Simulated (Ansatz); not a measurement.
Task: an atomisation energy of AlFGeH₅N, SMILES [NH2][AlH][GeH2][F], with the Python package of Ansatz (0.2.0). Give the script and its output. Use (for the species named): MP2, 6-31G* basis, multiplicity 1.

| atom | x (Å) | y (Å) | z (Å) |
| --- | --- | --- | --- |
| N | -0.5141 | 1.6413 | -1.2711 |
| Al | 0.7548 | 0.5479 | -0.4999 |
| Ge | 0.0452 | -1.2434 | 0.9917 |
| F | -0.9127 | -2.3388 | 0.1477 |
| H | -1.0965 | 2.1058 | -0.5123 |
| H | -1.2242 | 1.0812 | -1.8017 |
| H | 2.3314 | 0.7781 | -0.8251 |
| H | -0.6322 | -0.6243 | 2.2145 |
| H | 1.3367 | -1.9940 | 1.5391 |

`run_tae.py`
```python
from collections import Counter

import ansatz as az
from ase import Atoms


def single_point(molecule, charge=0, unpaired=0):
    calc = molecule.calculation().basis(gaussian='6-31G*').correlation('mp2')
    if charge:
        calc = calc.charge(charge)
    if unpaired:
        calc = calc.spin('collinear', total=unpaired)
    report = calc.run(threads=1, pin='off').report
    if report['published_state_doubts']:
        print('  doubts:', report['published_state_doubts'])
    return report['free_energy_ev']

atoms = Atoms(['N', 'Al', 'Ge', 'F', 'H', 'H', 'H', 'H', 'H'], positions=[
    [-0.5141, 1.6413, -1.2711],
    [0.7548, 0.5479, -0.4999],
    [0.0452, -1.2434, 0.9917],
    [-0.9127, -2.3388, 0.1477],
    [-1.0965, 2.1058, -0.5123],
    [-1.2242, 1.0812, -1.8017],
    [2.3314, 0.7781, -0.8251],
    [-0.6322, -0.6243, 2.2145],
    [1.3367, -1.994, 1.5391],
])
molecule = az.Crystal.molecule_from_ase(atoms)

unpaired = {'N': 3, 'Al': 1, 'Ge': 2, 'F': 1, 'H': 1}
counts = Counter(site.symbol for site in molecule.cartesian_sites)
atom_energy = {s: single_point(az.Crystal.molecule().atom(s, (0, 0, 0)), 0, unpaired[s]) for s in counts}
whole = single_point(molecule, 0, 0)
for s, e in atom_energy.items():
    print(f'{s:2s} x{counts[s]}  {e:14.5f} eV')
print(f'AlFGeH5N: {whole:.5f} eV')
split = sum(counts[s] * e for s, e in atom_energy.items()) - whole
print(f'atomisation energy (no zero-point term): {96.485332 * split:.1f} kJ/mol, {split / sum(counts.values()):.3f} eV an atom')
```

`python run_tae.py` gives:
```text
N  x1     -1481.85064 eV
Al x1     -6582.06022 eV
Ge x1    -56470.45030 eV
F  x1     -2707.18652 eV
H  x5       -13.55761 eV
AlFGeH5N: -67333.23877 eV
atomisation energy (no zero-point term): 2306.3 kJ/mol, 2.656 eV an atom
```

2306.3 kJ/mol from the electronic energies, without the zero-point term.

The settings weren't tested for convergence. The geometry is a force-field or estimated start, not a minimum of this method, and the basis set is short of its limit. All parts are taken at fixed geometry, without zero-point energy. In double-zeta sets correlated atomisation energies come out some 10 to 15 % low. The whole script took 2 s on 1 thread of Intel(R) Xeon(R) 6975P-C (Granite Rapids), with other jobs on the host, peak memory 0.25 GiB.

(Lines on the test bed's own set-up are left out of the output.)
